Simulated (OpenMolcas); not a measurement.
# Ir⁴⁺ with 6 ligands (chloride): CASSCF and CASPT2 levels and susceptibility

Which state of Ir⁴⁺ lies lowest among these ligands, how large is the field, and what χT follows?

Program: OpenMolcas 26.06. Level of theory: state-averaged CASSCF and CASPT2, spin-orbit coupling by RASSI with atomic mean-field integrals. These are calculated values, not measurements, unless marked.

## 1. What is computed

| Item | Value |
| --- | --- |
| Species | Ir⁴⁺ (iridium, Z = 77, 73 electrons) |
| Basis | ANO-RCC-VDZP [7s6p4d2f], 167 functions with the ligands |
| Scalar Hamiltonian | DKH2, point nucleus |
| Inactive shells | 1s 2s 2p 3s 3p 3d 4s 4p 4d 4f 5s 5p of the metal, and all ligand shells |
| Active space | 5 electrons in 5 orbitals (5d) |
| Some configurations of this space | 5d5 |
| Orbitals | optimised for each spin and parity, averaged over all roots |

Outer shells as boxes (Hund's rule):

5d5
```
5d [↑ ][↑ ][↑ ][↑ ][↑ ]
```

Ir⁴⁺ is taken with 6 ligands (chloride) in octahedron coordination (Oh) at 2.51 Å. A charge of +0.333 e stands 3.2 Å behind each ligand. Ligand basis ANO-RCC-VDZP. The distances are assumed, not relaxed.

```xyz
7

Ir    0.0000    0.0000    0.0000
Cl    2.5100    0.0000    0.0000
Cl    0.0000    2.5100    0.0000
Cl   -2.5100    0.0000    0.0000
Cl    0.0000   -2.5100    0.0000
Cl    0.0000    0.0000    2.5100
Cl    0.0000    0.0000   -2.5100
```

Each step is its own input file, run in one work folder so that later steps find the files of earlier ones. Labels, J, g values, rates, χT and fits are worked out afterwards by a script from the matrices that RASSI stores. The input lists half of the charges; inversion (Group=XYZ) makes the rest.

## 2. Basis and integrals

Input file a.inp:

```
&GATEWAY
Coord
7

Ir 0.0 0.0 0.0
Cl 2.510000 0.000000 0.000000
Cl 0.000000 2.510000 0.000000
Cl -2.510000 0.000000 0.000000
Cl 0.000000 -2.510000 0.000000
Cl 0.000000 0.000000 2.510000
Cl 0.000000 0.000000 -2.510000
Basis=Ir.ANO-RCC-VDZP,Cl.ANO-RCC-VDZP
Group=XYZ
NoMove
AngMom=0.0 0.0 0.0
AMFI
RICD
XField
3 Angstrom 0
5.710000 0.000000 0.000000 0.333333
0.000000 5.710000 0.000000 0.333333
0.000000 0.000000 5.710000 0.333333
&SEWARD
```

Started as:

```console
$ OMP_NUM_THREADS=1 MOLCAS_MEM=2457 MOLCAS_PROJECT=a pymolcas a.inp > a.log
```

## 3. CASSCF: sextets of even parity, 1 root

Input file a.inp:

```
&RASSCF
FileOrb=start.orb
Symmetry=1
Spin=6
nActEl=5 0 0
Inactive=42 46
Ras2=5 0
CIRoot=1 1 1
SDav=1
CIMx=300
Iter=150 100
PrWF=0.3
OrbListing=Nothing
MaxOrb=0
LevShft=1.0
>>> COPY $Project.JobIph JOB001
```

start.orb holds start orbitals that the driver prepared beforehand, or those of the step before.

## 4. Reference wave functions, quartets of even parity, 24 roots

Input file a.inp:

```
&RASSCF
FileOrb=start.orb
Symmetry=1
Spin=4
nActEl=5 0 0
Inactive=42 46
Ras2=5 0
CIRoot=24 24 1
SDav=24
CIMx=300
Iter=150 100
PrWF=0.3
OrbListing=Nothing
MaxOrb=0
LevShft=1.0
>>> COPY $Project.JobIph JOB002
```

## 5. Reference wave functions, doublets of even parity, 75 roots

Input file a.inp:

```
&RASSCF
FileOrb=start.orb
Symmetry=1
Spin=2
nActEl=5 0 0
Inactive=42 46
Ras2=5 0
CIRoot=75 75 1
SDav=75
CIMx=300
Iter=150 100
PrWF=0.3
OrbListing=Nothing
MaxOrb=0
LevShft=1.0
>>> COPY $Project.JobIph JOB003
```

## 6. RASSI: spin-orbit coupling between the states

Input file a.inp:

```
&RASSI
NrOfJobIphs=3 1 24 75
1
1 2 3 4 5 6 7 8 9 10 11 12 13 14 15 16 17 18 19 20 21 22 23 24
1 2 3 4 5 6 7 8 9 10 11 12 13 14 15 16 17 18 19 20 21 22 23 24 25 26 27
28 29 30 31 32 33 34 35 36 37 38 39 40 41 42 43 44 45 46 47 48 49 50 51
52 53 54 55 56 57 58 59 60 61 62 63 64 65 66 67 68 69 70 71 72 73 74 75
IphNames
JOB001
JOB002
JOB003
EJob
SpinOrbit
DIPRint=1.0
SOCoupling=1000.0
Subsets=2
Property=9
'ANGMOM' 1 'ANGMOM' 2 'ANGMOM' 3 'MLTPL  1' 1 'MLTPL  1' 2 'MLTPL  1' 3
'AMFI' 1 'AMFI' 2 'AMFI' 3
SOProperty=3
'ANGMOM' 1 'ANGMOM' 2 'ANGMOM' 3
```

## 7. CASPT2: IPEA 0.25, imaginary shift 0.1 (closed shells correlated: 5s 5p of the metal, with ligand shells; the Frozen line counts the rest)

Input file a.inp:

```
>>> COPY JOB001 $Project.JobIph
&CASPT2
Multistate=1 1
Frozen=29 31
IPEA=0.25
Imaginary=0.1
MaxIter=60
WThr=0.0 0.3 0.05
PrWF=0.5
NoMix
>>> COPY JOB002 $Project.JobIph
&CASPT2
Multistate=24 1 2 3 4 5 6 7 8 9 10 11 12 13 14 15 16 17 18 19 20 21 22
23 24
NoMult
Frozen=29 31
IPEA=0.25
Imaginary=0.1
MaxIter=60
WThr=0.0 0.3 0.05
PrWF=0.5
NoMix
>>> COPY JOB003 $Project.JobIph
&CASPT2
Multistate=75 1 2 3 4 5 6 7 8 9 10 11 12 13 14 15 16 17 18 19 20 21 22
23 24 25 26 27 28 29 30 31 32 33 34 35 36 37 38 39 40 41 42 43 44 45 46
47 48 49 50 51 52 53 54 55 56 57 58 59 60 61 62 63 64 65 66 67 68 69 70
71 72 73 74 75
NoMult
Frozen=29 31
IPEA=0.25
Imaginary=0.1
MaxIter=60
WThr=0.0 0.3 0.05
PrWF=0.5
NoMix
```

(Steps that only read results are left out.)

**Question.** What will these runs give? Wanted: spin-free ground state; first state of the same spin within the active space; lowest level; next level.

The runs gave:

| quantity | value |
| --- | --- |
| method | SS-CASPT2, IPEA 0.25, imaginary shift 0.1 (closed shells correlated: 5s 5p of the metal, with ligand shells; the Frozen line counts the rest) |
| spin-free ground state | doublet, 3-fold in its orbital part |
| first state of the same spin within the active space | doublet at 16500 cm⁻¹ |
| lowest level | 2-fold, g = 1.99, 1.99, 1.99 |
| next level | 7032.7 cm⁻¹ |
| χT at 300 K | 0.42 cm³ K/mol |
| effective moment at 300 K | 1.84 μB |

Cost by method:

```tsv
method	time of its own steps	time with the reference
A. CASSCF	98 s	98 s
B. SS-CASPT2, IPEA 0.25, imaginary shift 0.1, +5s 5p	6.5 min	8.2 min
```

Times are of one thread on a shared host.

The spin-free ground state (doublet) comes to 43 % from free-ion F terms and has less than the highest spin computed. χT at 300 K is 0.42, against 0.38 cm³ K/mol for the spin alone, so orbital moment adds to it. CASPT2 does not keep the components of a term degenerate, and the means are used. With metal d orbitals alone active, the gaps between spin states are rough; where two lie within a few thousand cm-1, their order is open. The bonds are covalent and no ligand orbital is active, so the numbers are rough.
